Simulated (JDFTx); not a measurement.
HfGe, 2 atoms in the cell. It takes space group Pm-3m (No. 221, cubic). Conventional cell: a = 3.501 Å, b = 3.501 Å, c = 3.501 Å, α = 90.00°, β = 90.00°, γ = 90.00°. Hf (site symmetry m-3m) is surrounded by 8 Ge at 3.03 Å. Around Ge (site symmetry m-3m) lie 8 Hf at 3.03 Å. The cell was built by a generator and needn't be a form met in nature.

- Program: JDFTx 1.7.0 (patched build)
- Task: band structure
- Functional: PBE
- Potentials or basis: PseudoDojo-FR-PBE-0.4-standard with smoothed tails
- Cutoff: 1088 eV
- Density cutoff: 8708 eV
- k mesh: 8 × 8 × 8
- Occupations: fermi-dirac, width 0.05 eV
- Spin: spin-orbit coupling, no magnetisation
- Band ratio of the Davidson solver: 1.3
- Local potential set to -Z/r beyond: 6 bohr
- Bands: 40
- Density cutoff over wavefunction cutoff: 8
- Max SCF steps: 30
- SCF threshold on the energy: 1e-06 Ha
- Solver of the electrons: minimize
- Further solve for the empty bands: no
- Start: density of an earlier self-consistent run, held fixed
- Path: G-X-M-G-R-X-M-R

Potentials or basis: PseudoDojo-FR-PBE-0.4-standard with smoothed tails.

Command:

```bash
$ jdftx -c 1 -i bands.in -o bands.out
```

Hardware: 1 thread of Intel(R) Xeon(R) 6975P-C (Granite Rapids), with other jobs on the host.

Task: Estimate the wall time of this run.

Result: Run time: 65 s on 1 thread of Intel(R) Xeon(R) 6975P-C (Granite Rapids), with other jobs on the host, peak memory 0.32 GiB. Counts: scf iterations 0, bands 40, plane waves 3495.
